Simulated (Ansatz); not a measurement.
# SiH₂Br (doublet): the correlation ladder at distance Br1–H2 along a hydrogen transfer = 1.536 Å, cc-pVDZ

How much of the correlation energy of SiH₂Br (doublet) does each wave-function method recover here?

Computed with Ansatz 0.2.0, Gaussian basis. Level: cc-pVDZ, core rule «outside noble gas», up to 19 orbitals frozen.

The runs, in order: UHF; CCSD(T) on ROHF; CCSD(T) on UHF; BCCD(T) on ROHF; CISD; CCSDT(Q) on ROHF; CCSDT(Q) on UHF; CASSCF and MRCISD+Q, 3 electrons in 3 orbitals; CASSCF and NEVPT2, 3 electrons in 3 orbitals; CASSCF and MRCISD+Q, 13 electrons in 10 orbitals; CASSCF and NEVPT4(SD), 13 electrons in 10 orbitals; CASSCF and NEVPT2, 13 electrons in 10 orbitals.

10 further runs of the same task are left out: 8 that didn't finish, 2 set aside as unsound or not needed.

**1. What is computed**

The geometry derives from fragments relaxed apart (PBE0/def2-TZVP) and kept rigid, so it is no stationary point. A hydrogen atom is moved between rigid fragments. No spin-orbit coupling is included. The filled d shell of Br may be among the frozen orbitals whatever the setting's name suggests; the logs give the count.

4 atoms, charge 0, spin multiplicity 2.

Atoms are counted from 1 here; the program's logs count them from 0.

Bond lengths: Br1–H2 1.536 Å, Si3–H4 1.532 Å.

**2. UHF**

File in.yaml:

```yaml
crystal:
  periodic: [false, false, false]
  atoms:
    - {symbol: Br, position_ang: [-2.318109, 0.369878, 0.000000]}
    - {symbol: H, position_ang: [-0.782109, 0.369878, 0.000000]}
    - {symbol: Si, position_ang: [1.351891, 0.369878, 0.000000]}
    - {symbol: H, position_ang: [1.748326, -1.109635, 0.000000]}
basis:
  gaussian: {orbitals: cc-pVDZ}
magnetization: {spin_polarized: true, initial_magnetization: 1}
hamiltonian: {xc: hf}
output: {orbitals: {seedname: orbitals}}
```

Command:

```
$ ansatz run in.yaml --threads 1 --pin off --events-out ev --progress --plain --max-ram 2393MiB
```

Further steps of the session: CCSD(T) on ROHF; CCSD(T) on UHF; BCCD(T) on ROHF; CISD; CCSDT(Q) on ROHF; CCSDT(Q) on UHF; CASSCF and MRCISD+Q, 3 electrons in 3 orbitals; CASSCF and NEVPT2, 3 electrons in 3 orbitals; CASSCF and MRCISD+Q, 13 electrons in 10 orbitals; CASSCF and NEVPT4(SD), 13 electrons in 10 orbitals; CASSCF and NEVPT2, 13 electrons in 10 orbitals.

Before running them: what should the planned runs give, taken together? Wanted: UCCSDT(Q) below the RHF energy; RMP2 from UCCSDT(Q); UMP2 from UCCSDT(Q); RCCSD from UCCSDT(Q); RCCSD(T) from UCCSDT(Q); UCCSD(T) from UCCSDT(Q); RCCSDT(Q) from UCCSDT(Q); MRCISD+Q pair from UCCSDT(Q); NEVPT2 valence from UCCSDT(Q).

As calculated:

```
                         quantity                                                                                    value
   UCCSDT(Q) below the RHF energy                                                                               -6.7099 eV
              RMP2 from UCCSDT(Q)                                                                              +1173.9 meV
              UMP2 from UCCSDT(Q)                                                                              +1197.4 meV
             RCCSD from UCCSDT(Q)                                                                               +165.8 meV
          RCCSD(T) from UCCSDT(Q)                                                                                +34.0 meV
          UCCSD(T) from UCCSDT(Q)                                                                                +34.1 meV
         RCCSDT(Q) from UCCSDT(Q)                                                                                 +0.3 meV
     MRCISD+Q pair from UCCSDT(Q)                                                                                +30.1 meV
    NEVPT2 valence from UCCSDT(Q)                                                                              +1274.8 meV
NEVPT4(SD) valence from UCCSDT(Q)                                                                               +128.1 meV
levels within 1 kcal/mol (43 meV)  RCCSD(T), UCCSD(T), BCCD(T), RCCSDT, UCCSDT, RCCSDT(Q), MRCISD+Q pair, MRCISD+Q valence
                    T1 diagnostic                                                                                    0.017
   effectively unpaired electrons                                                                                     1.05
```

What this shows: RCCSD(T) lands +34.0 meV from the yardstick (0.5 % of the correlation energy). One determinant dominates. Of the multireference levels listed MRCISD+Q valence comes nearest in total energy (+29.3 meV), which doesn't show that its space is the better one. These misses are within one basis, not against nature; the frozen cores of restricted and unrestricted runs differ, which can shift their rows.
